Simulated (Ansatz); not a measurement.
# GeH5NTe: energy of protonation at one site from a Python script

Aim: the energy of protonation at one site, for GeH5NTe, run from a script. SMILES: [NH2][GeH2][TeH].

Program: Ansatz 0.2.0, driven from Python. Level of theory: B3LYP/def2-SVP. These are calculated values, not measurements.

## (1) Starting point

Bond lengths: N1–Ge2 1.815 Å, Ge2–Te3 2.546 Å, N1–H4 1.093 Å, N1–H5 1.048 Å, Ge2–H6 1.556 Å, Ge2–H7 1.572 Å, Te3–H8 1.674 Å. Angles: N1–Ge2–Te3 107.3°, N1–Ge2–H6 110.6°, N1–Ge2–H7 110.6°, Te3–Ge2–H6 110.3°, Te3–Ge2–H7 109.4°, H6–Ge2–H7 108.7°, Ge2–N1–H4 103.8°, Ge2–N1–H5 110.7°, H4–N1–H5 103.0°, Ge2–Te3–H8 90.9°.

Input file geh5nte.xyz:

```xyz
8

N    -1.06910    0.31360   -0.73530
Ge    0.44870    0.40100    0.25600
Te    1.31130   -1.97860    0.53450
H    -1.33290    1.36150   -0.89980
H    -0.86090   -0.03220   -1.70220
H     0.15710    1.03500    1.64710
H     1.53740    1.26820   -0.47370
H    -0.09950   -2.42570    1.31760
```

## (2) The code

Input file geh5nte_pa.py:

```python
# -*- coding: utf-8 -*-
'''Proton affinity of GeH5NTe at one site.'''

import ansatz as az
import numpy as np

BASIS_SET = 'def2-SVP'
XC = 'b3lyp'
CHARGE = 1
FMAX = 0.01

geh5nte = az.Crystal.molecule_from_extxyz('geh5nte.xyz')

calculation = (
    geh5nte.calculation()
    .basis(gaussian=BASIS_SET)
    .functional(XC)
)
symbols = [site.symbol for site in geh5nte.cartesian_sites]
start = np.array([site.position_ang for site in geh5nte.cartesian_sites], dtype=float)
summary = calculation.relax(force_tolerance=0.01, max_steps=100).run().report
end = np.array(summary['positions_ang'])

# put the proton on the side away from the neighbours, slightly off axis
away = sum((end[0] - end[j]) / np.linalg.norm(end[0] - end[j]) for j in [1, 3, 4]) + np.array([0.15, 0.1, -0.2])
proton = end[0] + 1.0 * away / np.linalg.norm(away)
acid = az.Crystal.molecule()
for symbol, place in zip(symbols, end):
    acid = acid.atom(symbol, place.tolist())
acid = acid.atom('H', proton.tolist())
protonated = (
    acid.calculation()
    .basis(gaussian=BASIS_SET)
    .functional(XC)
    .charge(CHARGE)
    .relax(force_tolerance=FMAX, max_steps=80)
)
after = protonated.run().report
xyz = np.array(after['positions_ang'])
reach = np.linalg.norm(xyz[:-1] - xyz[-1], axis=1)
print(f'base {summary["free_energy_ev"]:.5f} eV, protonated {after["free_energy_ev"]:.5f} eV')
print(f'the proton ends {reach.min():.3f} A from {symbols[reach.argmin()]}{reach.argmin()}')
print(f'electronic proton affinity {(summary["free_energy_ev"] - after["free_energy_ev"]):.3f} eV')
```

## (3) The calls as engine input

The engine receives this input (first run):

```yaml
crystal:
  periodic: [false, false, false]
  atoms:
    - { symbol: "N", position_ang: [-1.0691, 0.3136, -0.7353] }
    - { symbol: Ge, position_ang: [0.4487, 0.401, 0.256] }
    - { symbol: Te, position_ang: [1.3113, -1.9786, 0.5345] }
    - { symbol: H, position_ang: [-1.3329, 1.3615, -0.8998] }
    - { symbol: H, position_ang: [-0.8609, -0.0322, -1.7022] }
    - { symbol: H, position_ang: [0.1571, 1.035, 1.6471] }
    - { symbol: H, position_ang: [1.5374, 1.2682, -0.4737] }
    - { symbol: H, position_ang: [-0.0995, -2.4257, 1.3176] }
basis:
  gaussian:
    orbitals: def2-SVP
hamiltonian:
  xc: b3lyp
relax:
  f_tol: 0.01
  max_steps: 100
```

## (4) Running it

Launch:

```console
python geh5nte_pa.py
```

Log:

```text
base -65378.91266 eV, protonated -65388.98465 eV
the proton ends 1.028 A from N0
electronic proton affinity 10.072 eV
```

Run time: 1.7 min. Hardware: 1 thread of Intel Xeon at 2.60GHz (Ice Lake), shared host; peak memory 0.34 GiB.

## (5) Inputs of later runs

The engine's inputs for the other runs:

Run 2, against run 1:

```diff
@@ -4,8 +4,9 @@
-    - { symbol: "N", position_ang: [-1.0691, 0.3136, -0.7353] }
-    - { symbol: Ge, position_ang: [0.4487, 0.401, 0.256] }
-    - { symbol: Te, position_ang: [1.3113, -1.9786, 0.5345] }
-    - { symbol: H, position_ang: [-1.3329, 1.3615, -0.8998] }
-    - { symbol: H, position_ang: [-0.8609, -0.0322, -1.7022] }
-    - { symbol: H, position_ang: [0.1571, 1.035, 1.6471] }
-    - { symbol: H, position_ang: [1.5374, 1.2682, -0.4737] }
-    - { symbol: H, position_ang: [-0.0995, -2.4257, 1.3176] }
+    - { symbol: "N", position_ang: [-1.0378533099790117, 0.38585170676134006, -0.7686311016357589] }
+    - { symbol: Ge, position_ang: [0.5038271610576739, 0.440418327142312, 0.243627650116767] }
+    - { symbol: Te, position_ang: [1.3514335321238182, -1.982907423024461, 0.5834641731666874] }
+    - { symbol: H, position_ang: [-1.5220413933793622, 1.2797405435350337, -0.8491559569136643] }
+    - { symbol: H, position_ang: [-0.926164565907207, -0.018918362020955166, -1.6966344731397534] }
+    - { symbol: H, position_ang: [0.11322663593163088, 1.117571642351877, 1.572863595015368] }
+    - { symbol: H, position_ang: [1.719258217918864, 1.1734137304761236, -0.38753150983717755] }
+    - { symbol: H, position_ang: [-0.10958627776640624, -2.4523701652212697, 1.2461976232275318] }
+    - { symbol: H, position_ang: [-1.597301135671496, -0.3278194888750465, -0.3470963404986942] }
@@ -16,0 +18 @@
+total_charge: 1.0
@@ -19 +21 @@
-  max_steps: 100
+  max_steps: 80
```

## (6) What the script built

Run 2 starts from these 9 atoms:

```xyz
9

N    -1.038    0.386   -0.769
Ge    0.504    0.440    0.244
Te    1.351   -1.983    0.583
H    -1.522    1.280   -0.849
H    -0.926   -0.019   -1.697
H     0.113    1.118    1.573
H     1.719    1.173   -0.388
H    -0.110   -2.452    1.246
H    -1.597   -0.328   -0.347
```

## (7) The engine's runs

One row for each of the 2 runs:

| run | system | relax.max_steps | energy (eV) | SCF cycles in all | CPU time (s) |
| --- | --- | --- | --- | --- | --- |
| 1 | GeH5NTe | 100 | -65378.9127 | 93 | 51 |
| 2 | GeH6NTe, charge +1 | 80 | -65388.9847 | 87 | 50 |

Totals carry meaning only in balanced differences at one level of theory.

## (8) The relaxation of run 1, step by step

Step by step:

| step | energy from step 1 (eV) | largest force component (eV/Å) |
| --- | --- | --- |
| 1 | 0.0000 | 2.2742 |
| 2 | -0.1307 | 1.2422 |
| 3 | -0.1900 | 0.8085 |
| 4 | -0.0900 | 0.8986 |
| 5 | -0.2167 | 0.1784 |
| 6 | -0.2200 | 0.1540 |
| 7 | -0.2205 | 0.1092 |
| 8 | -0.2218 | 0.0234 |
| 9 | -0.2217 | 0.0224 |
| 10 | -0.2218 | 0.0049 |

Step 1 is the start. Steps 4, 9 were tried and not accepted.

Before: Bond lengths: N1–Ge2 1.815 Å, Ge2–Te3 2.546 Å, N1–H4 1.093 Å, N1–H5 1.048 Å, Ge2–H6 1.556 Å, Ge2–H7 1.572 Å, Te3–H8 1.674 Å. Angles: N1–Ge2–Te3 107.3°, N1–Ge2–H6 110.6°, N1–Ge2–H7 110.6°, Te3–Ge2–H6 110.3°, Te3–Ge2–H7 109.4°, H6–Ge2–H7 108.7°, Ge2–N1–H4 103.8°, Ge2–N1–H5 110.7°, H4–N1–H5 103.0°, Ge2–Te3–H8 90.9°.

After: Bond lengths: N1–Ge2 1.845 Å, Ge2–Te3 2.590 Å, N1–H4 1.020 Å, N1–H5 1.019 Å, Ge2–H6 1.542 Å, Ge2–H7 1.553 Å, Te3–H8 1.672 Å. Angles: N1–Ge2–Te3 108.5°, N1–Ge2–H6 105.9°, N1–Ge2–H7 116.4°, Te3–Ge2–H6 112.4°, Te3–Ge2–H7 103.8°, H6–Ge2–H7 110.0°, Ge2–N1–H4 114.5°, Ge2–N1–H5 114.8°, H4–N1–H5 109.2°, Ge2–Te3–H8 91.6°.

## (9) Path of the relaxation of run 2

Relaxation path:

```csv
step,energy from step 1 (eV),largest force component (eV/Å)
1,0.0000,3.9063
2,-0.4493,1.5021
3,-0.5964,0.6172
4,-0.6001,0.5049
5,-0.6519,0.1828
6,-0.6600,0.0931
7,-0.6615,0.0204
8,-0.6616,0.0038
9,-0.6616,0.0041
```

Step 1 is the start.

Before: Bond lengths: N1–Ge2 1.845 Å, Ge2–Te3 2.590 Å, N1–H4 1.020 Å, N1–H5 1.019 Å, Ge2–H6 1.542 Å, Ge2–H7 1.553 Å, Te3–H8 1.672 Å, N1–H9 1.000 Å. Angles: N1–Ge2–Te3 108.5°, N1–Ge2–H6 105.9°, N1–Ge2–H7 116.4°, Te3–Ge2–H6 112.4°, Te3–Ge2–H7 103.8°, H6–Ge2–H7 110.0°, Ge2–N1–H4 114.5°, Ge2–N1–H5 114.8°, Ge2–N1–H9 104.9°, H4–N1–H5 109.2°, H4–N1–H9 113.2°, H5–N1–H9 99.3°, Ge2–Te3–H8 91.6°.

After: Bond lengths: N1–Ge2 2.080 Å, Ge2–Te3 2.534 Å, N1–H4 1.029 Å, N1–H5 1.028 Å, Ge2–H6 1.532 Å, Ge2–H7 1.532 Å, Te3–H8 1.673 Å, N1–H9 1.028 Å. Angles: N1–Ge2–Te3 107.9°, N1–Ge2–H6 98.0°, N1–Ge2–H7 97.9°, Te3–Ge2–H6 118.0°, Te3–Ge2–H7 114.7°, H6–Ge2–H7 116.2°, Ge2–N1–H4 112.4°, Ge2–N1–H5 111.4°, Ge2–N1–H9 111.7°, H4–N1–H5 107.2°, H4–N1–H9 107.1°, H5–N1–H9 106.7°, Ge2–Te3–H8 89.7°.

## (10) Outcome

| quantity | value |
| --- | --- |
| electronic proton affinity | 10.072 eV |
| runs compared | 2 |
| moves of the relaxation of run 1 | 7 |
| energy gained in run 1 | 0.222 eV |
| last largest force component of run 1 | 0.0049 eV/Å |
| moves of the relaxation of run 2 | 8 |
| energy gained in run 2 | 0.662 eV |
| last largest force component of run 2 | 0.0041 eV/Å |

What this shows: Run 1: After 7 moves the largest shift is 0.222 Å, of atom 7 (H). Run 2: The relaxation took 8 moves; the largest shift is 0.585 Å, of atom 8 (H). What to keep in mind:
- The proton is put on one chosen atom, which needn't be the most basic site, so the molecule's proton affinity can be higher; the ends are stationary points, not checked by frequencies, and zero-point and thermal terms count only where printed.
- def2 sets replace the cores of elements past krypton by effective core potentials.
- b3lyp holds the VWN-RPA fit, as in Gaussian; the form of ORCA and Turbomole is b3lyp5.
